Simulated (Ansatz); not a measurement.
**GeHSe+ (singlet): from Hartree-Fock to the top rungs, cc-pVDZ**

One table from this session's results is given with a row withheld; the runs are named, their logs left out.

Computed with Ansatz 0.2.0, Gaussian basis. Level: cc-pVDZ, core rule «outside noble gas», up to 28 orbitals frozen.

Plan: UHF; CCSD(T) on RHF; BCCD(T) on RHF; CISD; CCSDT(Q) on RHF; CCSDTQ on RHF; CASSCF and MRCISD+Q, 10 electrons in 9 orbitals; CASSCF and NEVPT2, 10 electrons in 9 orbitals.

2 further runs of the same task are left out: 2 set aside as unsound or not needed.

### The geometry

The geometry is a PBE0/def2-TZVP stationary point (not a proven minimum) of the parent state, kept for this charge and spin. No spin-orbit coupling is included. The filled d shell of Ge, Se may be among the frozen orbitals whatever the setting's name suggests; the logs give the count.

3 atoms, charge 1, spin multiplicity 1.

Atoms are counted from 1 here; the program's logs count them from 0.

Bond lengths: Ge1–Se2 2.336 Å, Se2–H3 1.476 Å. Angles: Ge1–Se2–H3 98.4°.

Set-up of the first run:

The input, in.yaml:

```yaml
crystal:
  periodic: [false, false, false]
  atoms:
    - {symbol: Ge, position_ang: [0.000000, -0.451431, 1.639402]}
    - {symbol: Se, position_ang: [0.000000, -0.501937, -0.696081]}
    - {symbol: H, position_ang: [0.000000, 0.953367, -0.943321]}
basis:
  gaussian: {orbitals: cc-pVDZ}
total_charge: 1
magnetization: {spin_polarized: true, initial_magnetization: 0}
hamiltonian: {xc: hf}
output: {orbitals: {seedname: orbitals}}
```

Run with:

```
> ansatz run in.yaml --threads 1 --pin off --events-out ev --progress --plain --max-ram 4096MiB --backend cpu
```

Among the steps run: UHF; CCSD(T) on RHF; BCCD(T) on RHF; CISD; CCSDT(Q) on RHF; CCSDTQ on RHF; CASSCF and MRCISD+Q, 10 electrons in 9 orbitals; CASSCF and NEVPT2, 10 electrons in 9 orbitals.

One table of the session follows, with a row left open; its other results are not shown here.

```
          method  from RCCSDTQ (kcal/mol)
             RHF                  +133.05
            RMP2                        ?
            CISD                   +16.64
           RCCSD                    +6.29
        RCCSD(T)                    +1.14
         BCCD(T)                    +1.16
          RCCSDT                    +0.40
       RCCSDT(Q)                    -0.07
         RCCSDTQ                        0
  CASSCF valence                   +84.63
  NEVPT2 valence                   +18.33
  MRCISD valence                    +5.83
MRCISD+Q valence                    +0.33
```

Q: Estimate the row for RMP2 from the others.

**Answer.** from RCCSDTQ (kcal/mol): +24.46. In the column «from RCCSDTQ (kcal/mol)» it lies between NEVPT2 valence (+18.33) and CASSCF valence (+84.63).
